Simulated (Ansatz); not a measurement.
# GeCS (singlet): relaxing a cheap start

Aim: relax a generated start of GeCS (singlet) and see which bonds hold.

Program: Ansatz 0.2.0, Gaussian basis. Level of theory: RKS PBE0/def2-TZVP. These are calculated values, not measurements.

**1. The system as given**

3 atoms, charge 0, spin multiplicity 1.

Atoms are counted from 1 here; the program's logs count them from 0.

Bond lengths: C1–Ge2 1.845 Å, Ge2–S3 2.076 Å. Angles: C1–Ge2–S3 143.7°.

The start was built by rule and, where that kept it together, relaxed with GFN2-xTB. Sticks and bond lists go by distance. No spin-orbit coupling is included. 

**2. Relaxation**

in.yaml reads:

```yaml
crystal:
  periodic: [false, false, false]
  atoms:
    - {symbol: C, position_ang: [-2.106382, -0.386409, -0.003858]}
    - {symbol: Ge, position_ang: [-0.366895, 0.228714, 0.001833]}
    - {symbol: S, position_ang: [1.620159, -0.373389, -0.002708]}
basis:
  gaussian: {orbitals: def2-TZVP}
hamiltonian: {xc: pbe0}
relax: {f_tol: 0.004, max_steps: 80}
```

The run is started by

```bash
ansatz run in.yaml --threads 1 --pin off --events-out ev --progress --plain --max-ram 2176MiB
```

What does the calculation give? Wanted: energy gained; shift from the start; total energy; dipole moment.

**Answer**, as computed:

```
                  quantity           value
                     steps               6
             energy gained        0.153 eV
shift from the start (rms)         0.295 Å
              total energy  -68373.0749 eV
             dipole moment          0.65 D
```

The bonds of the start are those of the end. Ge2–S3 went from 2.076 to 2.013 Å. No vibrations were run, so this is a stationary point, not a proven minimum, and this spin need not be the ground state's.
